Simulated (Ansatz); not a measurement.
# CH₄OSiTe: a ladder of functionals and wavefunction methods

One table from this session's results is given with a row withheld; the runs are named, their logs left out.

The runs use Ansatz 0.2.0, Gaussian basis; functionals in def2-TZVPP, the program's frozen cores in correlated methods.

Levels to be run: PBE-D4, r2SCAN-D4, PBE0-D4, B3LYP-D4, ωB97X-V, ωB97M-V, B2PLYP; CCSD(T)/def2-TZVPP; MP2/def2-QZVPP; extrapolation to the limit.

## The geometry

The geometry comes from an earlier relaxation with PBE0-D4 in a triple-zeta def2 set; it is a stationary point, not always the lowest conformer. Te takes the def2 core potential; no spin-orbit term is included.

SMILES `O=C[Te][SiH3]`, 8 atoms, charge 0, spin multiplicity 1.

Atoms are counted from 1 here; the program's logs count them from 0.

Bond lengths: O1–C2 1.185 Å, C2–Te3 2.162 Å, C2–H5 1.108 Å, Te3–Si4 2.492 Å, Si4–H6 1.489 Å, Si4–H7 1.483 Å, Si4–H8 1.483 Å. Angles: O1–C2–Te3 123.4°, O1–C2–H5 124.2°, Te3–C2–H5 112.4°, C2–Te3–Si4 92.1°, Te3–Si4–H6 104.8°, Te3–Si4–H7 111.3°, Te3–Si4–H8 111.3°, H6–Si4–H7 109.9°, H6–Si4–H8 109.9°, H7–Si4–H8 109.4°.

Set-up of the first run:

The input, in.yaml:

```yaml
crystal:
  periodic: [false, false, false]
  atoms:
    - {symbol: O, position_ang: [-1.280297, 2.788386, 0.148697]}
    - {symbol: C, position_ang: [-0.778662, 1.726282, -0.010448]}
    - {symbol: Te, position_ang: [-0.330253, 0.367466, 1.609791]}
    - {symbol: Si, position_ang: [0.609741, -1.331783, 0.048215]}
    - {symbol: H, position_ang: [-0.487315, 1.317503, -0.998164]}
    - {symbol: H, position_ang: [0.476609, -0.721760, -1.303964]}
    - {symbol: H, position_ang: [-0.155488, -2.600624, 0.107862]}
    - {symbol: H, position_ang: [2.037767, -1.602569, 0.342312]}
basis:
  gaussian: {orbitals: def2-TZVPP}
hamiltonian: {xc: pbe, dispersion: d4}
output: {forces: true, orbitals: {seedname: orbitals}}
```

Run with:

```sh
ansatz run in.yaml --threads 4 --pin off --events-out ev --progress --plain --max-ram 10444MiB
```

Among the steps run: PBE-D4 (GGA); r2SCAN-D4 (meta-GGA); PBE0-D4 (hybrid); B3LYP-D4 (hybrid); ωB97X-V (range-separated); ωB97M-V (range-separated); B2PLYP (double hybrid); CCSD(T) in def2-TZVPP; MP2 in def2-QZVPP.

One of the session's tables, all rows but one given; the rest of the session is left out.

```
            method  atomisation energy (kcal/mol)
            PBE-D4                          646.0
         r2SCAN-D4                              ?
           PBE0-D4                          626.5
          B3LYP-D4                          628.6
           ωB97X-V                          629.7
           ωB97M-V                          625.2
            B2PLYP                          619.9
     HF/def2-TZVPP                          426.6
    MP2/def2-TZVPP                          619.7
   CCSD/def2-TZVPP                          594.7
CCSD(T)/def2-TZVPP                          608.9
           MP2/CBS                          641.9
       CCSD(T)/CBS                          631.0
```

Q: Estimate the row for r2SCAN-D4 from the others.

The run gave: atomisation energy (kcal/mol): 631.6. In the column «atomisation energy (kcal/mol)» it lies between CCSD(T)/CBS (631.0) and MP2/CBS (641.9).
